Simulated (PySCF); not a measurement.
**C4H8BN: electronic excitations and core binding energies**

Wanted: the electronic excitations and core binding energies of C4H8BN (`C#CBN(C)C`), by calculation.

The runs use PySCF 2.14.0, with density-fitted response routines of our own; the level of theory stands in each step. All values are computed, except where a source is named. Atoms are numbered from 0 throughout.

## 1. The starting structure

14 atoms, charge 0, multiplicity 1; geometry from: GFN2-xTB.

Bonds of the start (Å): C0–C1 1.20, C1–B2 1.52, B2–N3 1.38, N3–C4 1.44, N3–C5 1.44, C0–H6 1.05, B2–H7 1.17, C4–H8 1.09, C4–H9 1.10, C4–H10 1.10, C5–H11 1.10, C5–H12 1.09, C5–H13 1.10.

## 2. TDDFT and polarisability: CAM-B3LYP/def2-SVPD

Job settings and geometry (Å):

```
{"job": {"kind": "uv", "xc": "CAM-B3LYP", "basis": "def2-SVPD", "nstates": 8, "ntriplets": 3}, "charge": 0, "multiplicity": 1}
C      2.859865     1.007358    -0.887827
C      1.966152     0.653021    -0.163653
B      0.860926     0.211674     0.780819
N     -0.380410    -0.147967     0.286160
C     -1.479839    -0.580014     1.114454
C     -0.731472    -0.138073    -1.114603
H      3.641878     1.313915    -1.521604
H      1.059925     0.173096     1.937753
H     -1.189699    -0.561049     2.161752
H     -1.782209    -1.599591     0.851071
H     -2.346363     0.075867     0.975915
H     -1.569008     0.543910    -1.295797
H      0.122736     0.185900    -1.703648
H     -1.033159    -1.138519    -1.442958
```

Method: TDDFT CAM-B3LYP/def2-SVPD, vertical, gas phase, core orbitals frozen in the response.

Command:

```
> OMP_NUM_THREADS=1 python probes_run.py task.json out
```

The driver reads the jobs from task.json and runs them one after another.

Log:

```text
coarse grid: 11456 points
cycle   1  E = -236.4373213851  dE =  7.110e-01  |g| = 3.205e-01  |ddm| = 1.164e+01
cycle   2  E = -236.4501160513  dE = -1.279e-02  |g| = 2.665e-01  |ddm| = 1.708e+00
cycle   3  E = -236.4661868931  dE = -1.607e-02  |g| = 1.032e-01  |ddm| = 5.544e-01
cycle   4  E = -236.4686233475  dE = -2.436e-03  |g| = 2.924e-02  |ddm| = 2.094e-01
cycle   5  E = -236.4688446760  dE = -2.213e-04  |g| = 5.268e-03  |ddm| = 1.054e-01
cycle   6  E = -236.4688504386  dE = -5.763e-06  |g| = 2.322e-03  |ddm| = 1.709e-02
final grid: 110008 points
cycle   7  E = -236.5154416979  dE = -3.052e-05  |g| = 5.121e-03  |ddm| = 1.405e-01
cycle   8  E = -236.5154386347  dE =  3.063e-06  |g| = 6.426e-03  |ddm| = 1.975e-02
cycle   9  E = -236.5154477467  dE = -9.112e-06  |g| = 5.208e-04  |ddm| = 6.787e-03
cycle  10  E = -236.5154478038  dE = -5.717e-08  |g| = 1.682e-04  |ddm| = 1.034e-03
cycle  11  E = -236.5154478090  dE = -5.167e-09  |g| = 9.918e-05  |ddm| = 4.070e-04
cycle  12  E = -236.5154478114  dE = -2.397e-09  |g| = 1.457e-05  |ddm| = 1.528e-04
cycle  13  E = -236.5154478115  dE = -8.106e-11  |g| = 4.190e-06  |ddm| = 4.571e-05
converged SCF energy = -236.5154478115

Static polarisability (au): isotropic 70.797, principal 50.752 65.292 96.346

Singlet excitations
state   eV       nm        f      main configurations
  1   5.3842    230.3   0.00025   H-1->L 0.94
  2   5.8887    210.5   0.19103   H->L 0.74, H-2->L 0.08
  3   6.6466    186.5   0.00279   H->L+1 0.32, H->L+4 0.20, H->L+3 0.20
  4   6.9458    178.5   0.01879   H->L+1 0.60, H->L+3 0.14
  5   6.9826    177.6   0.20105   H-2->L 0.56, H->L 0.20, H-1->L+3 0.08
  6   7.7409    160.2   0.06970   H-1->L+1 0.67, H-1->L+2 0.28
  7   7.8065    158.8   0.00150   H-3->L 0.72, H->L+2 0.17
  8   7.8237    158.5   0.01566   H->L+2 0.61, H-3->L 0.20, H-2->L+1 0.10

Triplet excitations (Tamm-Dancoff, eV): 4.4094 5.0080 5.4010
```

Wall time 50 s (1 thread of Arm Neoverse N1, shared host); peak memory 0.87 GiB.

The orbitals next to the gap, with their largest atomic shares:

```csv
orbital,eV,atoms
HOMO−3,-11.42,"B2 34 %, H7 27 %, C1 12 %"
HOMO−2,-10.02,"C1 33 %, C0 28 %, B2 13 %"
HOMO−1,-9.20,"C0 42 %, C1 39 %, B2 7 %"
HOMO,-8.55,"N3 38 %, C0 15 %, C1 13 %"
LUMO,0.46,"B2 27 %, C1 21 %, C0 21 %"
LUMO+1,1.15,"B2 36 %, C4 13 %, C5 11 %"
LUMO+2,1.92,"C0 33 %, C4 16 %, H6 12 %"
```

With each of the 8 states as a Gaussian band of 0.4 eV half-width at 1/e, the curve within the window shown has maxima at 211 nm (ε 7,700), 178 nm (ε 9,000) L/(mol cm). Beyond the last state computed it falls off for lack of states. The curve at chosen wavelengths:

nm, ε (L/mol/cm) and a bar:
```
      153       1526 #####
      157       3023 ##########
      161       3756 ############
      166       4017 #############
      170       5531 ##################
      174       7918 ##########################
      178       9040 ##############################
      183       7255 ########################
      187       4734 ################
      191       2997 ##########
      195       2762 #########
      200       4299 ##############
      204       6099 ####################
      208       7432 #########################
      212       7700 ##########################
      217       6529 ######################
      221       4930 ################
      225       3312 ###########
      229       2006 #######
      234        944 ###
      238        472 ##
      242        221 #
      246         98 
      251         33 
      255         14 
      259          5
```

Further results of this job:

```csv
property,computed
dipole moment (D),1.86
polarisability (Å³),10.49
HOMO–LUMO gap (eV),9.01
−ε(HOMO) (eV),8.55
```

## 3. Core-electron binding energies: SCAN, X2C

Same as in step 2 but for these lines:

```diff
@@ -1,2 +1,2 @@
-{"job": {"kind": "uv", "xc": "CAM-B3LYP", "basis": "def2-SVPD", "nstates": 8, "ntriplets": 3}, "charge": 0, "multiplicity": 1}
+{"job": {"kind": "xps"}, "charge": 0, "multiplicity": 1}
 C      2.859865     1.007358    -0.887827
```

With the program's defaults for keys left out, this is: delta-SCF UKS SCAN, pcX-2 on the ionised atom, pcseg-1 elsewhere, spin-free X2C.

Log:

```text
ground state, core basis on atom 0 (C), 155 functions
  cycle   1  E = -236.68401147  |g| = 5.00e-01
  cycle   2  E = -236.63178769  |g| = 6.43e-01
  cycle   3  E = -236.73135834  |g| = 2.99e-01
  cycle   4  E = -236.75523673  |g| = 3.84e-02
  cycle   5  E = -236.75559084  |g| = 1.12e-02
  cycle   6  E = -236.75561737  |g| = 6.18e-03
  cycle   7  E = -236.75562564  |g| = 2.86e-03
  cycle   8  E = -236.75562717  |g| = 6.06e-04
  cycle   9  E = -236.75562707  |g| = 1.40e-04
  E(ground) = -236.76801082 Eh
hole in C 1s of atom 0
  cycle   1  E = -225.52193441  |g| = 1.50e+00
  cycle   2  E = -223.55627861  |g| = 2.22e+00
  cycle   3  E = -225.78927602  |g| = 7.52e-01
  cycle   4  E = -225.94474237  |g| = 5.56e-01
  cycle   5  E = -226.07815618  |g| = 2.16e-01
  cycle   6  E = -226.10011592  |g| = 7.49e-02
  cycle   7  E = -226.10305814  |g| = 3.09e-02
  cycle   8  E = -226.10360857  |g| = 1.08e-02
  cycle   9  E = -226.10377543  |g| = 6.10e-03
  cycle  10  E = -226.10388365  |g| = 4.14e-03
  cycle  11  E = -226.10390743  |g| = 1.69e-03
  cycle  12  E = -226.10391241  |g| = 5.21e-04
  cycle  13  E = -226.10391207  |g| = 2.86e-04
  E(ion) = -226.11588096 Eh   <S^2> = 0.8415   hole on atom = 1.000   binding energy = 289.859 eV
ground state, core basis on atom 1 (C), 155 functions
  cycle   1  E = -236.75511882  |g| = 6.79e-02
  cycle   2  E = -236.75237394  |g| = 1.09e-01
  cycle   3  E = -236.75498797  |g| = 4.37e-02
  cycle   4  E = -236.75550376  |g| = 5.86e-03
  cycle   5  E = -236.75551407  |g| = 1.19e-03
  cycle   6  E = -236.75551365  |g| = 3.66e-04
  E(ground) = -236.76798566 Eh
hole in C 1s of atom 1
  cycle   1  E = -225.53545335  |g| = 1.51e+00
  cycle   2  E = -224.20443819  |g| = 2.04e+00
  cycle   3  E = -225.89364146  |g| = 6.37e-01
  cycle   4  E = -225.96909847  |g| = 5.12e-01
  cycle   5  E = -226.08374952  |g| = 1.93e-01
  cycle   6  E = -226.09761657  |g| = 1.03e-01
  cycle   7  E = -226.10371990  |g| = 2.13e-02
  cycle   8  E = -226.10418493  |g| = 1.08e-02
  cycle   9  E = -226.10446964  |g| = 7.38e-03
  cycle  10  E = -226.10467766  |g| = 4.50e-03
  cycle  11  E = -226.10472386  |g| = 2.56e-03
  cycle  12  E = -226.10473625  |g| = 9.43e-04
  cycle  13  E = -226.10473818  |g| = 4.26e-04
  E(ion) = -226.11618951 Eh   <S^2> = 0.8667   hole on atom = 1.000   binding energy = 289.850 eV
ground state, core basis on atom 2 (B), 155 functions
  cycle   1  E = -236.74583836  |g| = 5.53e-02
  cycle   2  E = -236.74439493  |g| = 7.98e-02
  cycle   3  E = -236.74572064  |g| = 3.89e-02
  cycle   4  E = -236.74608971  |g| = 1.33e-02
  cycle   5  E = -236.74613491  |g| = 3.37e-03
  cycle   6  E = -236.74613819  |g| = 3.55e-04
  E(ground) = -236.75822214 Eh
hole in B 1s of atom 2
  cycle   1  E = -229.15600541  |g| = 1.18e+00
  cycle   2  E = -228.09640910  |g| = 1.73e+00
  cycle   3  E = -229.35665476  |g| = 6.18e-01
  cycle   4  E = -229.47763420  |g| = 4.10e-01
  cycle   5  E = -229.56126817  |g| = 1.49e-01
  cycle   6  E = -229.57024072  |g| = 8.15e-02
  cycle   7  E = -229.57375213  |g| = 2.54e-02
  cycle   8  E = -229.57437944  |g| = 1.07e-02
  cycle   9  E = -229.57472056  |g| = 8.84e-03
  cycle  10  E = -229.57502515  |g| = 5.90e-03
  cycle  11  E = -229.57517555  |g| = 4.21e-03
  cycle  12  E = -229.57522920  |g| = 2.51e-03
  cycle  13  E = -229.57525052  |g| = 1.46e-03
  cycle  14  E = -229.57526005  |g| = 6.14e-04
  cycle  15  E = -229.57526117  |g| = 5.94e-04
  cycle  16  E = -229.57526070  |g| = 4.85e-04
  E(ion) = -229.58784954 Eh   <S^2> = 0.9101   hole on atom = 1.000   binding energy = 195.116 eV
ground state, core basis on atom 3 (N), 155 functions
  cycle   1  E = -236.76430088  |g| = 7.20e-02
  cycle   2  E = -236.76429601  |g| = 1.11e-02
  cycle   3  E = -236.76425993  |g| = 1.60e-02
  cycle   4  E = -236.76432604  |g| = 3.83e-03
  cycle   5  E = -236.76432797  |g| = 4.12e-04
  E(ground) = -236.77384190 Eh
hole in N 1s of atom 3
  cycle   1  E = -221.16022740  |g| = 1.88e+00
  cycle   2  E = -220.01258467  |g| = 2.34e+00
  cycle   3  E = -221.66001633  |g| = 6.50e-01
  cycle   4  E = -221.61365618  |g| = 6.51e-01
  cycle   5  E = -221.87262662  |g| = 1.32e-01
  cycle   6  E = -221.88129165  |g| = 3.84e-02
  cycle   7  E = -221.88217286  |g| = 8.45e-03
  cycle   8  E = -221.88221168  |g| = 2.30e-03
  cycle   9  E = -221.88221431  |g| = 1.13e-03
  cycle  10  E = -221.88221567  |g| = 4.78e-04
  E(ion) = -221.89039660 Eh   <S^2> = 0.7660   hole on atom = 1.000   binding energy = 404.999 eV
ground state, core basis on atom 4 (C), 155 functions
  cycle   1  E = -236.75149810  |g| = 5.61e-02
  cycle   2  E = -236.75146267  |g| = 1.56e-02
  cycle   3  E = -236.75128287  |g| = 3.02e-02
  cycle   4  E = -236.75151410  |g| = 6.60e-03
  cycle   5  E = -236.75152659  |g| = 1.16e-03
  cycle   6  E = -236.75152604  |g| = 2.09e-04
  E(ground) = -236.76292301 Eh
hole in C 1s of atom 4
  cycle   1  E = -225.47843585  |g| = 1.50e+00
  cycle   2  E = -222.71544091  |g| = 2.49e+00
  cycle   3  E = -225.19804753  |g| = 1.16e+00
  cycle   4  E = -225.94954445  |g| = 4.44e-01
  cycle   5  E = -225.99286937  |g| = 2.82e-01
  cycle   6  E = -226.01616739  |g| = 1.83e-01
  cycle   7  E = -226.03411836  |g| = 3.09e-02
  cycle   8  E = -226.03462065  |g| = 7.53e-03
  cycle   9  E = -226.03466096  |g| = 2.97e-03
  cycle  10  E = -226.03466761  |g| = 1.53e-03
  cycle  11  E = -226.03467036  |g| = 4.91e-04
  E(ion) = -226.04481823 Eh   <S^2> = 0.7694   hole on atom = 1.000   binding energy = 291.654 eV
```

Wall time 2 min (1 thread of Arm Neoverse N1, shared host); peak memory 0.68 GiB.

The holes in one table. −ε is the ground-state orbital energy:

```csv
hole,stands for,environment,ΔSCF (eV),−ε (eV),⟨S²⟩
C1s on C0,C0,terminal alkyne carbon,289.86,273.3,0.842
C1s on C1,C1,alkyne carbon,289.85 (doubtful),272.9,0.867
B1s on B2,B2,"boron bonded to C, N, H",195.12 (doubtful),179.6,0.910
N1s on N3,N3,"nitrogen bonded to 2 C, B",405.00,386.5,0.766
C1s on C4,"C4, C5",methyl carbon bonded to N,291.65,274.4,0.769
```

Each hole run stands for the others of its class of like atoms.

Doubtful: the ion did not converge, its hole moved, or its ⟨S²⟩ is well above 0.75.

## 4. Results

| quantity | value |
| --- | --- |
| lowest singlet (CAM-B3LYP/def2-SVPD) | 5.38 eV (230 nm), f = 0.000 |
| brightest single state of those computed | state 5, 6.98 eV, f = 0.201 |
| lowest triplet | 4.41 eV |
| C1s binding energies, SCAN/pcX-2 (standing for 3 of 4 atoms) | C4 291.65, C0 289.86 eV |
| N1s binding energies, SCAN/pcX-2 | N3 405.00 eV |

What this shows: The first singlet state (HOMO−1→LUMO 0.94) lies at 5.38 eV and is dark; of the 8 states computed, the strongest absorption comes from state 5 at 6.98 eV. The lowest triplet lies 0.97 eV below the lowest singlet (triplets in Tamm-Dancoff, singlets in full TDDFT). C4 (methyl carbon bonded to N) binds its C1s electron 1.80 eV more tightly than C0 (terminal alkyne carbon). Only 3 of the 4 C atoms are covered by sound results.
